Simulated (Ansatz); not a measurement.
# CH₄Cl₂FMoNO: up Jacob's ladder to CCSD(T)

The task here is to estimate one member of a computed series from the others.

Program: Ansatz 0.2.0, Gaussian basis. Level of theory: functionals in def2-TZVPP, the program's frozen cores in correlated methods. These are calculated values, not measurements.

Levels to be run: LDA (SPW92), PBE-D4, revPBE-D4, BLYP-D4, r2SCAN-D4, B97M-V, PBE0-D4, B3LYP-D4, r2SCANh-D4, r2SCAN0-D4, HSE06-D4, BHLYP-D4, CAM-B3LYP-D4, LC-ωPBE, ωB97X-V, ωB97M-V, B2PLYP, PBE-QIDH; CCSD(T)/def2-SVP; CCSD(T)/def2-TZVPP; MP2/def2-QZVPP; extrapolation to the limit; RPA on PBE.

## The geometry

All runs share one geometry, relaxed beforehand with PBE0-D4 in a triple-zeta def2 set. Mo takes the def2 core potential; no spin-orbit term is included.

SMILES `C[N]=[Mo]([OH])([F])([Cl])[Cl]`, 11 atoms, charge 0, spin multiplicity 1.

Atoms are counted from 1 here; the program's logs count them from 0.

Bond lengths: C1–N2 1.405 Å, C1–H8 1.095 Å, C1–H9 1.098 Å, C1–H10 1.095 Å, N2–Mo3 1.714 Å, Mo3–O4 1.842 Å, Mo3–F5 1.842 Å, Mo3–Cl6 2.358 Å, Mo3–Cl7 2.300 Å, O4–H11 0.963 Å. Angles: N2–C1–H8 110.4°, N2–C1–H9 108.5°, N2–C1–H10 110.6°, H8–C1–H9 109.2°, H8–C1–H10 109.1°, H9–C1–H10 109.1°, C1–N2–Mo3 161.9°, N2–Mo3–O4 99.8°, N2–Mo3–F5 95.0°, N2–Mo3–Cl6 167.4°, N2–Mo3–Cl7 85.6°, O4–Mo3–F5 116.2°, O4–Mo3–Cl6 91.1°, O4–Mo3–Cl7 115.0°, F5–Mo3–Cl6 85.7°, F5–Mo3–Cl7 127.8°, Cl6–Mo3–Cl7 84.1°, Mo3–O4–H11 118.1°.

The first run:

in.yaml reads:

```yaml
crystal:
  periodic: [false, false, false]
  atoms:
    - {symbol: C, position_ang: [0.945720, -1.619425, -0.443335]}
    - {symbol: N, position_ang: [0.092209, -0.515897, -0.276121]}
    - {symbol: Mo, position_ang: [-0.477541, 1.075080, 0.012934]}
    - {symbol: O, position_ang: [-1.840720, 0.709121, 1.196823]}
    - {symbol: F, position_ang: [-0.976283, 1.386263, -1.732683]}
    - {symbol: Cl, position_ang: [-0.770015, 3.393857, 0.323012]}
    - {symbol: Cl, position_ang: [1.575979, 1.446896, 0.979161]}
    - {symbol: H, position_ang: [1.086567, -1.836188, -1.507046]}
    - {symbol: H, position_ang: [1.917634, -1.379344, 0.007657]}
    - {symbol: H, position_ang: [0.531695, -2.504686, 0.050095]}
    - {symbol: H, position_ang: [-2.020047, -0.212577, 1.410203]}
basis:
  gaussian: {orbitals: def2-TZVPP}
hamiltonian: {xc: lda}
output: {orbitals: {seedname: orbitals}}
```

Run with:

```console
> ansatz run in.yaml --threads 2 --pin off --events-out ev --progress --plain --max-ram 31744MiB --backend cuda --devices 0, --max-vram 18GiB
```

Among the steps run: LDA; PBE-D4 (GGA); revPBE-D4 (GGA); BLYP-D4 (GGA); r2SCAN-D4 (meta-GGA); B97M-V (meta-GGA); PBE0-D4 (hybrid); B3LYP-D4 (hybrid); r2SCANh-D4 (hybrid); r2SCAN0-D4 (hybrid); HSE06-D4 (hybrid); BHLYP-D4 (hybrid); CAM-B3LYP-D4 (range-separated); LC-ωPBE (range-separated); ωB97X-V (range-separated); ωB97M-V (range-separated); B2PLYP (double hybrid); PBE-QIDH (double hybrid).

One table of the session follows, with a row left open; its other results are not shown here.

It belongs to the step «Frontier levels by functional». 

```
  functional  HOMO (eV)  LUMO (eV)  gap (eV)
 LDA (SPW92)      -6.81      -3.82      2.99
      PBE-D4      -6.64      -3.62      3.01
   revPBE-D4      -6.57      -3.55      3.02
     BLYP-D4      -6.48      -3.53      2.95
   r2SCAN-D4      -6.97      -3.65      3.32
      B97M-V          ?          ?         ?
     PBE0-D4      -7.99      -3.01      4.97
    B3LYP-D4      -7.72      -3.21      4.51
  r2SCANh-D4      -7.47      -3.41      4.06
  r2SCAN0-D4      -8.21      -3.03      5.18
    HSE06-D4      -7.59      -3.38      4.21
    BHLYP-D4      -9.19      -2.25      6.94
CAM-B3LYP-D4      -9.29      -2.03      7.26
     LC-ωPBE     -10.67      -0.99      9.68
     ωB97X-V     -10.30      -1.03      9.27
     ωB97M-V     -10.16      -1.04      9.11
```

Estimate the missing values for B97M-V.

**Answer.** HOMO (eV): -7.06; LUMO (eV): -3.66; gap (eV): 3.40. In the column «HOMO (eV)» it lies between r2SCANh-D4 (-7.47) and r2SCAN-D4 (-6.97).
